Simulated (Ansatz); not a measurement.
# TiN3F6: the cost of one run

All numbers are computed with Ansatz 0.2.0 through its Python package. Level of theory: DFT LDA, plane waves, PAW.

## Step 1: The system

Symmetry: Fm-3m, No. 225, cubic system. The conventional cell has a = 7.966 Å, b = 7.966 Å, c = 7.966 Å, α = 90.00°, β = 90.00°, γ = 90.00°. Ti (site symmetry m-3m) is surrounded by 6 F at 1.91 Å. Around N (site symmetry m-3m) lie 6 F at 2.08 Å. N (site symmetry -43m) has 12 F at 2.82 Å as nearest neighbours. Around F (site symmetry 4mm) lie 1 Ti at 1.91 Å.

tin3f6.vasp, read by the script:

```text
TiN3F6
1.0
   0.00000000    3.98310100    3.98310100
   3.98310100    0.00000000    3.98310100
   3.98310100    3.98310100    0.00000000
Ti N F
1 3 6
Direct
   0.00000000    0.00000000    0.00000000
   0.50000000    0.50000000    0.50000000
   0.75000000    0.75000000    0.75000000
   0.25000000    0.25000000    0.25000000
   0.76077500    0.76077500    0.23922500
   0.23922500    0.76077500    0.23922500
   0.76077500    0.23922500    0.23922500
   0.23922500    0.23922500    0.76077500
   0.76077500    0.23922500    0.76077500
   0.23922500    0.76077500    0.76077500
```

## Step 2: The script

Contents of tin3f6_bands.py:

```python
import sys

import ansatz
from ase.io import read
import numpy as np

atoms = read("tin3f6.vasp", format="vasp")
cell = ansatz.Crystal.from_ase(atoms)

path = [
    ("K", (0.375, 0.375, 0.75)),
    ("G", (0.0, 0.0, 0.0)),
    ("L", (0.5, 0.5, 0.5)),
    ("W", (0.5, 0.25, 0.75)),
    ("X", (0.5, 0.0, 0.5)),
]
base = (
    cell.calculation()
    .basis(35 * ansatz.Ry)
    .kpoints(3, 3, 3, center="monkhorst-pack")
    .functional("LDA")
    .scf(extra_bands=12)
    .mixing("broyden", beta=0.2)
    .occupations("fermi_dirac", width=0.2)
    .band_structure([point for _, point in path], intervals=8)
    .scf(extra_bands=6)
    .xc_energy_on_converged_density(["rpbe", "pbe", "blyp"])
)
try:
    res = base.run(threads=1)
except ansatz.NonConvergedError as error:
    sys.exit(f"no convergence: {error}")
except ansatz.RefusalError as error:
    sys.exit(f"input refused: {error}")
summary = res.report

n_atoms = len(summary["lattice"]["sites"])
print("F =", round(summary["free_energy_ev"], 4), "eV for", n_atoms, "atoms")
print("E(sigma -> 0) =", round(summary["energy_sigma0_ev"], 4), "eV, TS =", round(summary["entropy_ts_ev"], 5), "eV")
print("closed by", summary["closed_by"], "after", summary["n_iterations"], "iterations")

print("other functionals on this density (not self-consistent, eV)")
for entry in summary.get("xc_energy_on_converged_density", []):
    print(entry["functional"], {k: round(v, 3) for k, v in entry.items() if isinstance(v, float)})

bands = res.band_structure()
fermi = bands.fermi_energy_ev
for spin, channel in enumerate(bands.channels):
    print("channel", spin, "- computed levels within 4 eV of the Fermi level")
    for i, (label, _) in enumerate(path):
        levels = channel.eigenvalues_ev[i * 8] - fermi
        print(f"  {label:3s}", " ".join(f"{e:7.3f}" for e in levels if abs(e) < 4))
```

## Step 3: What the engine is handed

The package turns the script's settings into the engine's input:

```yaml
crystal:
  lattice:
    - [0.0, 3.983101, 3.983101]
    - [3.983101, 0.0, 3.983101]
    - [3.983101, 3.983101, 0.0]
  atoms:
    - { symbol: Ti, position: [0.0, 0.0, 0.0] }
    - { symbol: "N", position: [0.5, 0.5, 0.5] }
    - { symbol: "N", position: [0.75, 0.75, 0.75] }
    - { symbol: "N", position: [0.25, 0.25, 0.25] }
    - { symbol: F, position: [0.760775, 0.760775, 0.23922500000000005] }
    - { symbol: F, position: [0.239225, 0.760775, 0.239225] }
    - { symbol: F, position: [0.760775, 0.239225, 0.239225] }
    - { symbol: F, position: [0.239225, 0.239225, 0.760775] }
    - { symbol: F, position: [0.760775, 0.23922500000000005, 0.760775] }
    - { symbol: F, position: [0.23922500000000005, 0.760775, 0.760775] }
basis:
  ecutwfc: 476.19925930478996
kpoints:
  mp_grid:
    grid: [3, 3, 3]
    shift: [0.0, 0.0, 0.0]
  band_path:
    path:
      - [0.375, 0.375, 0.75]
      - [0.0, 0.0, 0.0]
      - [0.5, 0.5, 0.5]
      - [0.5, 0.25, 0.75]
      - [0.5, 0.0, 0.5]
    npoints: 8
hamiltonian:
  xc: lda
scf:
  n_extra_bands: 6
  mixing:
    algorithm: broyden
    beta: 0.2
  occupations:
    method: fermi_dirac
    width: 0.2
output:
  xc_energy_on_converged_density: [rpbe, pbe, blyp]
```

## Step 4: Running it

Started as:

```console
$ python tin3f6_bands.py
```

**Question.** How long does this script take on 1 thread of Intel Xeon Platinum 8488C (Sapphire Rapids), shared host, and how much memory does it need?

About 6.8 s, with a peak of 0.53 GiB.
